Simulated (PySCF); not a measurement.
# C₄H₇BO₂Si: electronic excitations

What electronic excitations should C₄H₇BO₂Si (`C#CB[SiH]1OCCO1`) show?

The runs use PySCF 2.14.0, with density-fitted response routines of our own; the level of theory stands in each step. All values are computed, except where a source is named. Atoms count from 0, in the outputs and in this text.

**1. Starting geometry**

15 atoms, charge 0, multiplicity 1; geometry from: GFN2-xTB.

Bonds of the start (Å): C0–C1 1.21, C1–B2 1.49, B2–Si3 1.95, Si3–O4 1.66, O4–C5 1.39, C5–C6 1.54, C6–O7 1.39, O7–Si3 1.66, C0–H8 1.05, B2–H9 1.17, Si3–H10 1.48, C5–H11 1.10, C5–H12 1.09, C6–H13 1.10, C6–H14 1.09.

**2. Excited states and response: PBE0/def2-SVPD**

Job settings and geometry (Å):

```
{"job": {"kind": "uv", "xc": "PBE0", "basis": "def2-SVPD", "nstates": 8, "ntriplets": 3}, "charge": 0, "multiplicity": 1}
C      3.292958     0.809921     0.706678
C      2.645293     0.016103     0.064368
B      1.807529    -0.943046    -0.708799
Si    -0.144881    -0.880459    -0.646718
O     -0.729941    -1.094604     0.886959
C     -1.760431    -0.194940     1.155122
C     -1.571017     1.025337     0.233235
O     -0.799168     0.627209    -0.857914
H      3.863656     1.498070     1.261911
H      2.338300    -1.740391    -1.381795
H     -0.927035    -1.754736    -1.546893
H     -2.721849    -0.676078     0.945299
H     -1.720996     0.082794     2.210913
H     -1.044449     1.829512     0.758895
H     -2.532384     1.403299    -0.124795
```

Level: TDDFT PBE0/def2-SVPD, vertical, gas phase, core orbitals frozen in the response.

Launch:

```bash
$ OMP_NUM_THREADS=1 python probes_run.py task.json out
```

One launch serves the whole session: the jobs run in the order shown.

What will the session give for the following? lowest singlet (PBE0/def2-SVPD); brightest single state of those computed; lowest triplet; surface potential, 1st and 99th percentile. Wanted: lowest singlet; brightest single state of those computed; lowest triplet; surface potential, 1st and 99th percentile.

As calculated:

| quantity | value |
| --- | --- |
| lowest singlet (PBE0/def2-SVPD) | 2.89 eV (429 nm), f = 0.001 |
| brightest single state of those computed | state 5, 5.13 eV, f = 0.079 |
| lowest triplet | 2.37 eV |
| surface potential, 1st and 99th percentile | -1.36 V and 1.79 V |

The first singlet state (HOMO→LUMO 0.91) lies at 2.89 eV and is weak; of the 8 states computed, the strongest absorption comes from state 5 at 5.13 eV. The lowest triplet lies 0.52 eV below the lowest singlet (triplets in Tamm-Dancoff, singlets in full TDDFT). By nearest atom (PBE0/def2-SVPD), the HOMO sits on O7 24 %; H10 16 % and the LUMO on B2 48 %; C0 18 %.
